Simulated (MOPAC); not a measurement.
# GaH2OF3 (SMILES [OH2+][Ga-]([F])([F])[F]): PM6-D3H4

We compute a structure relaxation of GaH2OF3. 

The results are computed with MOPAC 23.2.5.

**1. Starting point**

The species is GaH2OF3 (7 atoms), meant as a singlet with charge 0. As SMILES, `[OH2+][Ga-]([F])([F])[F]`. All atoms were displaced at random from a relaxed shape. The run starts from this shape.

Bond lengths: O1–Ga2 2.044 Å, Ga2–F3 1.782 Å, Ga2–F4 1.732 Å, Ga2–F5 1.736 Å, O1–H6 0.963 Å, O1–H7 0.968 Å. Angles: O1–Ga2–F3 93.1°, O1–Ga2–F4 107.0°, O1–Ga2–F5 94.2°, F3–Ga2–F4 117.7°, F3–Ga2–F5 117.6°, F4–Ga2–F5 118.7°, Ga2–O1–H6 109.1°, Ga2–O1–H7 107.3°, H6–O1–H7 108.0°.

**2. A structure relaxation at PM6-D3H4**

Contents of job.mop:

```
PM6-D3H4 DISP GNORM=0.01 CYCLES=300 MULLIK SINGLET BONDS AUX(PRECISION=6) THREADS=1
PM6-D3H4 optimise

O     -0.919035     0.638820     0.380140
Ga     0.491935    -0.580952    -0.455162
F      0.953874    -1.285109     1.115405
F     -0.329526    -1.603469    -1.586536
F      1.451137     0.732754    -1.060799
H     -0.928407     0.503770     1.333817
H     -0.645945     1.552245     0.210532
```

Run with:

```console
$ mopac job.mop
```

Q: Predict the results. Wanted: total energy at the end; dipole moment; HOMO energy; LUMO energy; HOMO–LUMO gap; dispersion energy; heat of formation.

**Answer.** As computed:

Level: PM6-D3H4.

| quantity | value |
| --- | --- |
| total energy at the end | -65.96808 Eh |
| dipole moment | 5.21 D |
| HOMO energy | -13.52 eV |
| LUMO energy | -1.44 eV |
| HOMO–LUMO gap | 12.08 eV |
| dispersion energy | -2.58 kJ/mol |
| heat of formation | -260.4 kcal/mol |

**Reading.** At the final geometry: Bond lengths: O1–Ga2 2.050 Å, Ga2–F3 1.743 Å, Ga2–F4 1.737 Å, Ga2–F5 1.743 Å, O1–H6 0.996 Å, O1–H7 0.996 Å. Angles: O1–Ga2–F3 93.9°, O1–Ga2–F4 100.9°, O1–Ga2–F5 93.8°, F3–Ga2–F4 119.4°, F3–Ga2–F5 117.8°, F4–Ga2–F5 119.3°, Ga2–O1–H6 115.7°, Ga2–O1–H7 115.7°, H6–O1–H7 109.9°. The optimisation took 56 steps and changed the energy by -0.120 eV.
